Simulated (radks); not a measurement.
# Pd in [Ar] 3d10 4s1.75 4p6 4d10 5s0.25: an all-electron calculation

An exercise on one series of results from a longer session: the logs are not shown, and one member is left open.

Program: radks (a radial shooting solver on a logarithmic mesh, Libxc functionals) version 1. Level of theory: Dirac Kohn-Sham, PBEsol, spin-unpolarised, spherical densities, finite nucleus. These are calculated values, not measurements, unless marked.

## The atom as given

- element: palladium (Z = 46)
- charge: 0
- electrons: 46
- configuration: [Ar] 3d10 4s1.75 4p6 4d10 5s0.25
- nuclear rms radius: 4.5318 fm

The first run:

Settings of this run:

```text
Z 46
configuration [Ar] 3d10 4s1.75 4p6 4d10 5s0.25 5p0 6s0 4f0 5d0
relativity Dirac
functional pbe_sol,pbe_sol
spin unpolarised
j_filling energy
nucleus finite rms 4.5318 fm
c 137.035999084
```

Among the steps run: Self-consistent calculation.

One table of the session follows, with a row left open; its other results are not shown here.

It belongs to the step «Orbitals and density». Sizes of the orbitals, from the radial functions (bohr):

```
level     <r>  outermost maximum (interpolated)  90 % within  nodes
1s1/2       ?                                 ?            ?      ?
2s1/2  0.1380                             0.117        0.214      1
2p1/2  0.1172                            0.0905        0.192      0
2p3/2  0.1221                            0.0947        0.199      0
3s1/2  0.3793                             0.342        0.559      2
3p1/2  0.3714                             0.329        0.560      1
3p3/2  0.3822                             0.338        0.576      1
3d3/2  0.3557                             0.281        0.564      0
3d5/2  0.3592                             0.283        0.569      0
4s1/2  0.9452                             0.851         1.38      3
4p1/2   1.020                             0.892         1.51      2
4p3/2   1.052                             0.917         1.56      2
4d3/2   1.532                              1.09         2.54      1
4d5/2   1.565                              1.10         2.60      1
5s1/2   3.358                              2.63         5.19      4
```

**Question.** Estimate the row for 1s1/2.

**Answer.** <r>: 0.03186; outermost maximum (interpolated): 0.0207; 90 % within: 0.0572; nodes: 0. In the column «<r>» it is the lowest.
